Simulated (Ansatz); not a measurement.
# BrFGaH3: the cost of one run

Method: RKS PBE0-D4/def2-SVP; program: Ansatz 0.2.0.

### Step 1. Reference run: BrFGaH3, relaxed

Input file input.yaml:

```yaml
crystal:
  periodic: [false, false, false]
  atoms:
    - { symbol: Ga, position_ang: [-0.3962, -0.54854, -0.562881] }
    - { symbol: F, position_ang: [0.876247, 1.155112, -0.490281] }
    - { symbol: H, position_ang: [0.565497, -1.733074, -0.8867] }
    - { symbol: H, position_ang: [-1.794919, 0.029099, -0.94069] }
    - { symbol: H, position_ang: [0.784826, 1.073148, 0.70168] }
    - { symbol: Br, position_ang: [-0.035352, 0.024255, 2.178972] }
basis:
  gaussian: { orbitals: def2-SVP }
hamiltonian:
  xc: pbe0
  dispersion: d4
output:
  forces: true
relax:
  f_tol: 0.02
  max_steps: 120
  constraints:
    - { distance: [0, 5] }
    - { distance: [1, 4] }
    - { distance: [0, 1] }
    - { distance: [4, 5] }
  escape_saddle: false
```

Run with:

```sh
> ansatz run input.yaml --threads 1 --pin off --max-ram 2560MiB --backend cpu --events-out ev --progress --plain --runs-dir out
```

Q: Estimate wall time and peak memory on 1 thread of Intel Xeon 6975P-C (Granite Rapids), shared host.

About 9.4 s, with a peak of 0.23 GiB.
